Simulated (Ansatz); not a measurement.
# F2GeH3: the cost of one run

All numbers below are computed with Ansatz 0.2.0 (UKS PBE0/def2-SVP).

### Step 1. Starting point

Bond lengths: Ge1–F2 1.930 Å, Ge1–H3 1.550 Å, Ge1–H4 1.549 Å, Ge1–H5 1.549 Å. Angles: F2–Ge1–H3 109.5°, F2–Ge1–H4 109.5°, F2–Ge1–H5 109.5°, H3–Ge1–H4 109.5°, H3–Ge1–H5 109.5°, H4–Ge1–H5 109.5°.

Coordinates:

```xyz
6

Ge    0.0000    0.0000    0.0000
F     0.0000    0.0000    1.9300
H     1.4616    0.0000   -0.5162
H    -0.7300    1.2648   -0.5162
H    -0.7300   -1.2648   -0.5162
F     0.0000    0.0000    3.3700
```

### Step 2. Pulling towards end A

Springs on the bonds that form and break draw the guess towards this end; the thresholds are loose.

The input, input.yaml:

```yaml
crystal:
  periodic: [false, false, false]
  atoms:
    - { symbol: Ge, position_ang: [0.0, 0.0, 0.0] }
    - { symbol: F, position_ang: [0.0, 0.0, 1.93] }
    - { symbol: H, position_ang: [1.4616, 0.0, -0.5162] }
    - { symbol: H, position_ang: [-0.73, 1.2648, -0.5162] }
    - { symbol: H, position_ang: [-0.73, -1.2648, -0.5162] }
    - { symbol: F, position_ang: [0.0, 0.0, 3.37] }
magnetization:
  spin_polarized: true
  initial_magnetization: 1
basis:
  gaussian: { orbitals: def2-SVP }
hamiltonian:
  xc: pbe0
relax:
  f_tol: 0.15
  max_steps: 25
  restrain:
    - { distance: [1, 5], at: 2.34, k: 30.0 }
    - { distance: [0, 1], at: 1.68, k: 30.0 }
```

Started as:

```
$ ansatz run input.yaml --threads 2 --pin off --max-ram 3072MiB --backend cpu --events-out ev --progress --plain --runs-dir out
```

Q: Estimate wall time and peak memory on 2 threads of Intel Xeon Platinum 8488C (Sapphire Rapids), shared host.

About 38 s, with a peak of 0.24 GiB.
